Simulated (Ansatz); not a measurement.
# C2F4O (SMILES O=C(F)C(F)(F)F): B2PLYP/cc-pVDZ

Aim: the energy change on altering one bond length of C2F4O at B2PLYP/cc-pVDZ, from 2 runs. 

The results are computed with Ansatz 0.2.0.

51 further runs of the same task are left out: 51 set aside as unsound or not needed.

## 1. Starting point

C2F4O has 7 atoms, charge 0, and is taken as a singlet. As SMILES, `O=C(F)C(F)(F)F`. The coordinates come from a PBE0-D4/def2-TZVP relaxation.

Bond lengths: O1–C2 1.172 Å, C2–F3 1.326 Å, C2–C4 1.542 Å, C4–F5 1.330 Å, C4–F6 1.330 Å, C4–F7 1.318 Å. Angles: O1–C2–F3 124.0°, O1–C2–C4 126.4°, F3–C2–C4 109.5°, C2–C4–F5 109.8°, C2–C4–F6 109.8°, C2–C4–F7 110.2°, F5–C4–F6 108.7°, F5–C4–F7 109.1°, F6–C4–F7 109.1°.

## 2. A single-point energy at B2PLYP/cc-pVDZ

molecule.yaml

```yaml
crystal:
  periodic: [false, false, false]
  atoms:
    - {symbol: O, position_ang: [1.061180, -1.396170, 0.701140]}
    - {symbol: C, position_ang: [0.088980, -0.798110, 0.435150]}
    - {symbol: F, position_ang: [-1.136840, -1.201010, 0.739860]}
    - {symbol: C, position_ang: [0.018150, 0.551850, -0.306440]}
    - {symbol: F, position_ang: [-0.697880, 0.418270, -1.418740]}
    - {symbol: F, position_ang: [-0.564330, 1.461580, 0.468830]}
    - {symbol: F, position_ang: [1.230750, 0.963590, -0.619810]}
basis:
  gaussian: {orbitals: cc-pVDZ}
accuracy: high
output: {orbitals: {seedname: orbitals}}
hamiltonian: {xc: {name: B2PLYP}}
correlation: {frozen_orbitals: {C: 1, F: 1, O: 1}}
```

Run with:

```console
$ ansatz run molecule.yaml --threads 1 --pin off --max-ram 3480MiB --events-out events.jsonl --progress --plain --runs-dir runs
```

The program printed:

```text
Warning: RAYON_NUM_THREADS=1 ignored (pool sized by the plan → 1); use --threads N
Functional definition: B2PLYP
  name "B2PLYP"
  parameter a = 0.53
  parameter c = 0.27
  exchange = (1 - a)*b88_x + a*exact_x
  correlation = (1 - c)*lyp_c + c*(mp2_os + mp2_ss)
2166 factors; integrals over basis functions are off by at most 2.9e-9 eV
mean field evaluation 1: about -14961.2379 eV, gradient 5.7e1 eV
mean field evaluation 2: about -14961.7036 eV, gradient 5.8e1 eV
mean field evaluation 4: about -14967.0509 eV, gradient 7.5e0 eV
mean field evaluation 8: about -14967.1737 eV, gradient 5.1e-1 eV
mean field evaluation 16: about -14967.1744 eV, gradient 3.7e-4 eV
mean field -14967.17443505 eV, -550.0335153727 hartree, gradient 1.0e-7 eV, S^2 0.000000; 0 other end points of the search recorded, 0 dependent functions left out
7 core orbitals not correlated: weight in the atoms' cores, before any rotation towards them, 1.000 or more for the frozen orbitals, at most 0.000 for the correlated occupied ones
reference -14967.17445093 eV, -550.0335159564 hartree; 21, 21 occupied and 70, 70 virtual orbitals, 2166 factors
second order -38.44610871 eV of doubles, -0.00000000 eV of singles
Total energy: -14977.55490028 eV, -550.4149904340 hartree
```

Wall time 11 s (1 thread of Arm Neoverse V2, shared host); peak memory 0.36 GiB.

## 3. The distorted shape at the same level

molecule.yaml

```yaml
basis:
  gaussian: {orbitals: cc-pVDZ}
crystal:
  periodic: [false, false, false]
  atoms:
    - {symbol: O, position_ang: [0.697396, -1.519693, 0.795152]}
    - {symbol: C, position_ang: [-0.274804, -0.921633, 0.529162]}
    - {symbol: F, position_ang: [-1.500624, -1.324533, 0.833872]}
    - {symbol: C, position_ang: [-0.345634, 0.428327, -0.212428]}
    - {symbol: F, position_ang: [-1.061664, 0.294747, -1.324728]}
    - {symbol: F, position_ang: [-0.928114, 1.338057, 0.562842]}
    - {symbol: F, position_ang: [1.230750, 0.963590, -0.619810]}
total_charge: 0
magnetization: {spin_polarized: false, initial_magnetization: 0}
hamiltonian: {xc: {name: B2PLYP}}
correlation: {frozen_orbitals: {C: 1, F: 1, O: 1}}
accuracy: high
output: {orbitals: {seedname: orbitals}}
```

Run with:

```console
$ ansatz run molecule.yaml --threads 1 --pin off --max-ram 3480MiB --events-out events.jsonl --progress --plain --runs-dir runs
```

The program printed:

```text
Warning: RAYON_NUM_THREADS=1 ignored (pool sized by the plan → 1); use --threads N
[... 6 set-up lines as earlier in the session ...]
2153 factors; integrals over basis functions are off by at most 2.7e-9 eV
mean field evaluation 1: about -14957.7323 eV, gradient 6.3e1 eV
mean field evaluation 2: about -14958.1354 eV, gradient 6.3e1 eV
mean field evaluation 4: about -14965.2329 eV, gradient 7.6e0 eV
mean field evaluation 8: about -14965.3628 eV, gradient 5.3e-1 eV
mean field evaluation 16: about -14965.3639 eV, gradient 1.8e-4 eV
mean field -14965.36388514 eV, -549.9669788908 hartree, gradient 5.8e-8 eV, S^2 0.000000; 0 other end points of the search recorded, 0 dependent functions left out
7 core orbitals not correlated: weight in the atoms' cores, before any rotation towards them, 1.000 or more for the frozen orbitals, at most 0.000 for the correlated occupied ones
reference -14965.36390135 eV, -549.9669794866 hartree; 21, 21 occupied and 70, 70 virtual orbitals, 2153 factors
second order -39.57669023 eV of doubles, -0.00000000 eV of singles
Total energy: -14976.04960771 eV, -550.3596719524 hartree
```

It took 11 s on 1 thread of Arm Neoverse V2, shared host; peak memory 0.36 GiB.

## 4. What came out

At B2PLYP/cc-pVDZ, 7 core orbitals frozen:

```
                                                         quantity          value
                                        first shape: total energy  -550.41499 Eh
                   first shape: HOMO energy (SCF part's orbitals)      -11.54 eV
                   first shape: LUMO energy (SCF part's orbitals)        0.18 eV
                 first shape: HOMO–LUMO gap (SCF part's orbitals)       11.72 eV
                                    distorted shape: total energy  -550.35967 Eh
               distorted shape: HOMO energy (SCF part's orbitals)      -11.87 eV
               distorted shape: LUMO energy (SCF part's orbitals)       -0.24 eV
             distorted shape: HOMO–LUMO gap (SCF part's orbitals)       11.63 eV
energy change with the C4–F7 bond stretched from 1.318 to 1.714 Å       1.505 eV
```

**Reading.** With the C4–F7 bond stretched from 1.318 to 1.714 Å the energy rises by 1.51 eV (35 kcal/mol). The first shape isn't relaxed at this level, so the change isn't measured from a minimum.
